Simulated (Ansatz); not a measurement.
# CH₆NPSi: small, medium and large basis sets

One table from this session's results is given with a row withheld; the runs are named, their logs left out.

Program: Ansatz 0.2.0, Gaussian basis. Level of theory: one geometry, several basis sets. These are calculated values, not measurements.

The runs, in order: PBE0-D4/def2-SVP; ωB97M-V/def2-SVP; PBE0-D4/def2-QZVPP; ωB97M-V/def2-QZVPP; the functionals' def2-TZVPP values are taken from earlier runs.

### The relaxed structure

All runs share one geometry, relaxed beforehand with PBE0-D4 in a triple-zeta def2 set.

10 atoms, charge 0, spin multiplicity 1.

Atoms are counted from 1 here; the program's logs count them from 0.

Bond lengths: P1–Si2 2.235 Å, P1–H5 1.420 Å, P1–H6 1.422 Å, Si2–C3 1.830 Å, Si2–N4 1.724 Å, Si2–H7 1.484 Å, C3–N4 1.496 Å, C3–H8 1.090 Å, C3–H9 1.087 Å, N4–H10 1.009 Å. Angles: Si2–P1–H5 92.1°, Si2–P1–H6 93.1°, H5–P1–H6 93.8°, P1–Si2–C3 125.1°, P1–Si2–N4 120.4°, P1–Si2–H7 111.9°, C3–Si2–N4 49.7°, C3–Si2–H7 117.0°, N4–Si2–H7 119.6°, Si2–C3–N4 61.5°, Si2–C3–H8 117.6°, Si2–C3–H9 123.8°, N4–C3–H8 117.2°, N4–C3–H9 114.0°, H8–C3–H9 112.8°, Si2–N4–C3 68.9°, Si2–N4–H10 125.3°, C3–N4–H10 116.2°.

The first run:

File in.yaml:

```yaml
crystal:
  periodic: [false, false, false]
  atoms:
    - {symbol: P, position_ang: [-2.126542, 0.935780, -0.067871]}
    - {symbol: Si, position_ang: [0.034490, 0.548288, 0.352959]}
    - {symbol: C, position_ang: [0.777034, -1.104606, 0.610182]}
    - {symbol: N, position_ang: [0.967702, -0.433660, -0.713462]}
    - {symbol: H, position_ang: [-2.191647, -0.136113, -0.996217]}
    - {symbol: H, position_ang: [-1.838443, 1.906540, -1.066210]}
    - {symbol: H, position_ang: [0.677520, 1.690645, 1.049027]}
    - {symbol: H, position_ang: [1.645756, -1.171611, 1.264411]}
    - {symbol: H, position_ang: [0.215291, -2.034008, 0.558353]}
    - {symbol: H, position_ang: [1.921940, -0.252353, -0.988071]}
basis:
  gaussian: {orbitals: def2-SVP}
hamiltonian: {xc: pbe0, dispersion: d4}
output: {orbitals: {seedname: orbitals}}
```

Started as:

```console
ansatz run in.yaml --threads 2 --pin off --events-out ev --progress --plain --max-ram 4352MiB
```

Among the steps run: PBE0-D4 in def2-SVP; ωB97M-V in def2-SVP; PBE0-D4 in def2-QZVPP; ωB97M-V in def2-QZVPP.

One table of the session follows, with a row left open; its other results are not shown here.

It belongs to the step «Density functionals: the series». 

| functional | basis | HOMO (eV) | LUMO (eV) |
| --- | --- | --- | --- |
| PBE0-D4 | def2-SVP | -6.64 | 0.31 |
| PBE0-D4 | def2-TZVPP | -6.74 | -0.07 |
| PBE0-D4 | def2-QZVPP | -6.77 | -0.18 |
| ωB97M-V | def2-SVP | -8.86 | 2.25 |
| ωB97M-V | def2-TZVPP | ? | ? |
| ωB97M-V | def2-QZVPP | -9.00 | 1.43 |

Q: Estimate the row for ωB97M-V, def2-TZVPP from the others.

As computed: HOMO (eV): -8.97; LUMO (eV): 1.69. In the column «HOMO (eV)» it lies between ωB97M-V, def2-QZVPP (-9.00) and ωB97M-V, def2-SVP (-8.86).
